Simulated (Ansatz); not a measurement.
# GeN2H (quartet): wave-function methods side by side, cc-pVDZ

One table from this session's results is given with a row withheld; the runs are named, their logs left out.

Computed with Ansatz 0.2.0, Gaussian basis. Level: cc-pVDZ, core rule «outside noble gas», up to 16 orbitals frozen.

Plan: UHF; CCSD(T) on ROHF; CCSD(T) on UHF; BCCD(T) on ROHF; CISD; CCSDT(Q) on ROHF; CCSDT(Q) on UHF; CASSCF and NEVPT2, 11 electrons in 11 orbitals.

17 further runs of the same task are left out: 9 that didn't finish, 8 set aside as unsound or not needed.

## The geometry

The geometry is a PBE0/def2-TZVP stationary point (not a proven minimum) of the parent state, kept for this charge and spin. No spin-orbit coupling is included. The filled d shell of Ge may be among the frozen orbitals whatever the setting's name suggests; the logs give the count.

4 atoms, charge 0, spin multiplicity 4.

Atoms are counted from 1 here; the program's logs count them from 0.

Bond lengths: Ge1–N2 2.064 Å, Ge1–H4 1.592 Å, N2–N3 1.103 Å. Angles: N2–Ge1–H4 83.3°, Ge1–N2–N3 171.9°.

Set-up of the first run:

Contents of in.yaml:

```yaml
crystal:
  periodic: [false, false, false]
  atoms:
    - {symbol: Ge, position_ang: [0.000000, -0.031412, 0.720207]}
    - {symbol: N, position_ang: [0.000000, 0.075260, -1.340574]}
    - {symbol: N, position_ang: [0.000000, -0.024411, -2.438823]}
    - {symbol: H, position_ang: [0.000000, 1.557202, 0.616174]}
basis:
  gaussian: {orbitals: cc-pVDZ}
magnetization: {spin_polarized: true, initial_magnetization: 3}
hamiltonian: {xc: hf}
output: {orbitals: {seedname: orbitals}}
```

Launch:

```bash
$ ansatz run in.yaml --threads 1 --pin off --events-out ev --progress --plain --max-ram 2393MiB
```

Among the steps run: UHF; CCSD(T) on ROHF; CCSD(T) on UHF; BCCD(T) on ROHF; CISD; CCSDT(Q) on ROHF; CCSDT(Q) on UHF; CASSCF and NEVPT2, 11 electrons in 11 orbitals.

One table of the session follows, with a row left open; its other results are not shown here.

It belongs to the step «Misses and costs». 

| method | from UCCSDT(Q) (meV) |
| --- | --- |
| ROHF | +11061.2 |
| UHF | +10920.1 |
| RMP2 | +962.3 |
| UMP2 | +1093.6 |
| RCCSD | +516.7 |
| UCCSD | +490.6 |
| RCCSD(T) | +96.8 |
| UCCSD(T) | +79.7 |
| BCCD(T) | +91.4 |
| RCCSDT | ? |
| UCCSDT | +55.7 |
| RCCSDT(Q) | +16.0 |
| UCCSDT(Q) | 0 |
| CASSCF valence | +6810.8 |
| NEVPT2 valence | +1539.2 |

Estimate the missing values for RCCSDT.

The run gave: from UCCSDT(Q) (meV): +73.7. In the column «from UCCSDT(Q) (meV)» it lies between UCCSDT (+55.7) and UCCSD(T) (+79.7).

Not comparable, so not listed: CISD (they don't share determinant, frozen orbitals or solution with the rows shown, or repeat one).

To keep in mind: Restricted and unrestricted rows rest on different reference determinants; where their highest levels disagree by more than a few hundredths of an eV, they describe different states and don't form one ladder.
